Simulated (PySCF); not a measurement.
# RuF₃: doublet, from a trigonal planar start

The task is one start of a wider search on RuF₃: the doublet, from a trigonal planar start. It is relaxed, tested by its Hessian and followed downhill if it is a saddle.

Computed with PySCF 2.14.0. Level: PBE0, basis Ru def2-TZVP with ECP28, F def2-TZVP, scalar-relativistic core potentials, no spin–orbit coupling, density fitting.

### 1 Where the work starts

4 atoms, charge 0, spin multiplicity 2.

Bond lengths: Ru1–F2 1.890 Å, Ru1–F3 1.890 Å, Ru1–F4 1.890 Å. Angles: F2–Ru1–F3 120.0°, F2–Ru1–F4 120.0°, F3–Ru1–F4 120.0°.

Z-matrix (Å, degrees; charge 0 multiplicity 2):
```
Ru
F  1 1.8900
F  1 1.8900 2 120.00
F  1 1.8900 2 120.00 3 180.00
```

### 2 The SCF at the typed geometry

One driver script runs all steps and calls PySCF; scf.py shows how it sets up the SCF of each step. The optimiser is the driver's own. After this first run the driver tries any further starts and a stability analysis.

File scf.py:

```python
from pyscf import gto, scf, dft
mol = gto.M(atom='''
Ru     0.000000     0.000000     0.000000
F      1.890000     0.000000     0.000000
F     -0.945000     1.636800     0.000000
F     -0.945000    -1.636800     0.000000''',
    basis={'Ru': 'def2-TZVP', 'F': 'def2-TZVP'},
    ecp={'Ru': 'def2-TZVP'},
    charge=0, spin=1)
mf = dft.UKS(mol, xc='PBE0')
mf.grids.atom_grid = (50, 194)
aux = {'Ru': 'def2-universal-JKFIT', 'F': 'def2-universal-JKFIT'}
mf = mf.density_fit(auxbasis=aux)
mf.conv_tol = 1e-08
mf.diis_space = 10
mf.max_cycle = 60
mf.init_guess = 'minao'
mf.verbose = 4
mf.kernel()
```

Started as:

```console
> OMP_NUM_THREADS=4 python axn.py task.json out
```

Further steps of the session: Trigonal planar start, doublet: relaxation; Hessian and properties.

Q: Predict the outcome of this session. Wanted: minimum; geometry; wavenumbers; dipole moment; highest occupied, lowest empty level; polar-tensor charge of Ru1; zero-point energy; atomisation energy; ⟨S²⟩.

The runs gave:

```
                                          quantity                                  value
                                           minimum                           doublet, D3h
                                          geometry  Ru–F 1.816 Å (×3); F–Ru–F 120.0° (×3)
                                wavenumbers (cm⁻¹)           124, 131, 131, 624, 706, 706
                                     dipole moment                                 0.01 D
highest occupied, lowest empty level (either spin)                        -7.90, -4.07 eV
                        polar-tensor charge of Ru1                                +1.91 e
                                 zero-point energy                            14.5 kJ/mol
                               entropy at 298.15 K                        312.4 J/(mol K)
         atomisation energy (no zero-point energy)                            1146 kJ/mol
                                              ⟨S²⟩                                  0.856
```

What this shows: The molecule stays D3h, as typed, and the end point is a minimum. In the infrared the band at 706 cm⁻¹ (stretch) leads. The dipole vanishes although Ru1 carries +1.9 e by the polar tensor: the bond dipoles cancel. Most of the spin sits on Ru1 (Mulliken spin 1.02, against 1 for the whole molecule). The first SCF alone would have been 6 kJ/mol too high. Other starts or spin states, not run here, may lie lower. The SCF density has lower symmetry than the nuclear frame. Open d and f shells are described by one determinant, and the ground state may have another occupation or spin.
